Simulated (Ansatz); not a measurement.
# BFH4O2Si: a ladder of functionals and wavefunction methods

An exercise on one series of results from a longer session: the logs are not shown, and one member is left open.

Method: functionals in def2-TZVPP, the program's frozen cores in correlated methods; program: Ansatz 0.2.0, Gaussian basis.

The runs, in order: LDA (SPW92), PBE-D4, revPBE-D4, BLYP-D4, r2SCAN-D4, B97M-V, PBE0-D4, B3LYP-D4, r2SCANh-D4, r2SCAN0-D4, HSE06-D4, BHLYP-D4, CAM-B3LYP-D4, LC-ωPBE, ωB97X-V, ωB97M-V, B2PLYP, PBE-QIDH; CCSD(T)/def2-SVP; CCSD(T)/def2-TZVPP; MP2/def2-QZVPP; extrapolation to the limit; RPA on PBE.

## The geometry

An earlier PBE0-D4 in a triple-zeta def2 set relaxation fixed the geometry.

SMILES `O[SiH2]B(O)F`, 9 atoms, charge 0, spin multiplicity 1.

Atoms are counted from 1 here; the program's logs count them from 0.

Bond lengths: O1–Si2 1.653 Å, O1–H6 0.958 Å, Si2–B3 2.035 Å, Si2–H7 1.484 Å, Si2–H8 1.493 Å, B3–O4 1.347 Å, B3–F5 1.342 Å, O4–H9 0.965 Å. Angles: Si2–O1–H6 117.1°, O1–Si2–B3 110.9°, O1–Si2–H7 106.4°, O1–Si2–H8 111.4°, B3–Si2–H7 111.6°, B3–Si2–H8 108.7°, H7–Si2–H8 107.8°, Si2–B3–O4 121.6°, Si2–B3–F5 119.7°, O4–B3–F5 118.7°, B3–O4–H9 113.7°.

Coordinates:

```tsv
atom	x (Å)	y (Å)	z (Å)
O1	1.1525	0.6501	1.7029
Si2	0.8376	-0.4398	0.5002
B3	-0.7015	0.1940	-0.6709
O4	-0.9680	-0.3816	-1.8590
F5	-1.4885	1.1969	-0.2504
H6	0.4010	1.0981	2.0929
H7	2.0933	-0.5798	-0.2781
H8	0.4933	-1.7816	1.0563
H9	-1.7313	-0.0026	-2.3111
```

Set-up of the first run:

in.yaml

```yaml
crystal:
  periodic: [false, false, false]
  atoms:
    - {symbol: O, position_ang: [1.152495, 0.650068, 1.702950]}
    - {symbol: Si, position_ang: [0.837636, -0.439796, 0.500221]}
    - {symbol: B, position_ang: [-0.701493, 0.193996, -0.670946]}
    - {symbol: O, position_ang: [-0.967976, -0.381619, -1.858983]}
    - {symbol: F, position_ang: [-1.488497, 1.196945, -0.250389]}
    - {symbol: H, position_ang: [0.401036, 1.098109, 2.092888]}
    - {symbol: H, position_ang: [2.093272, -0.579781, -0.278072]}
    - {symbol: H, position_ang: [0.493293, -1.781609, 1.056345]}
    - {symbol: H, position_ang: [-1.731266, -0.002612, -2.311113]}
basis:
  gaussian: {orbitals: def2-TZVPP}
hamiltonian: {xc: lda}
output: {orbitals: {seedname: orbitals}}
```

Command:

```console
> ansatz run in.yaml --threads 2 --pin off --events-out ev --progress --plain --max-ram 4352MiB
```

Among the steps run: LDA; PBE-D4 (GGA); revPBE-D4 (GGA); BLYP-D4 (GGA); r2SCAN-D4 (meta-GGA); B97M-V (meta-GGA); B3LYP-D4 (hybrid); r2SCANh-D4 (hybrid); r2SCAN0-D4 (hybrid); HSE06-D4 (hybrid); BHLYP-D4 (hybrid); CAM-B3LYP-D4 (range-separated); LC-ωPBE (range-separated); ωB97X-V (range-separated); ωB97M-V (range-separated); B2PLYP (double hybrid); PBE-QIDH (double hybrid).

One of the session's tables, all rows but one given; the rest of the session is left out.

It belongs to the step «Frontier levels by functional». 

```
  functional  HOMO (eV)  gap (eV)
 LDA (SPW92)      -6.89      5.16
      PBE-D4      -6.79      5.31
   revPBE-D4      -6.74      5.37
     BLYP-D4      -6.71      5.38
   r2SCAN-D4      -7.11      5.90
      B97M-V      -7.21      5.87
     PBE0-D4      -8.21      7.68
    B3LYP-D4      -8.02      7.27
  r2SCANh-D4          ?         ?
  r2SCAN0-D4      -8.43      8.05
    HSE06-D4      -7.81      6.89
    BHLYP-D4      -9.58     10.06
CAM-B3LYP-D4      -9.64     10.23
     LC-ωPBE     -10.95     12.74
     ωB97X-V     -10.62     12.31
     ωB97M-V     -10.44     11.89
```

Estimate the missing values for r2SCANh-D4.

Worked estimate for «HOMO (eV)». Against the share of exact exchange, r2SCAN-D4 (0, -7.11), r2SCAN0-D4 (0.25, -8.43) give a slope of -5.28 per unit share; at 0.1 the line stands at -7.64.

**Answer.** HOMO (eV): -7.64; gap (eV): 6.76. In «HOMO (eV)» the line misses by 0.00.
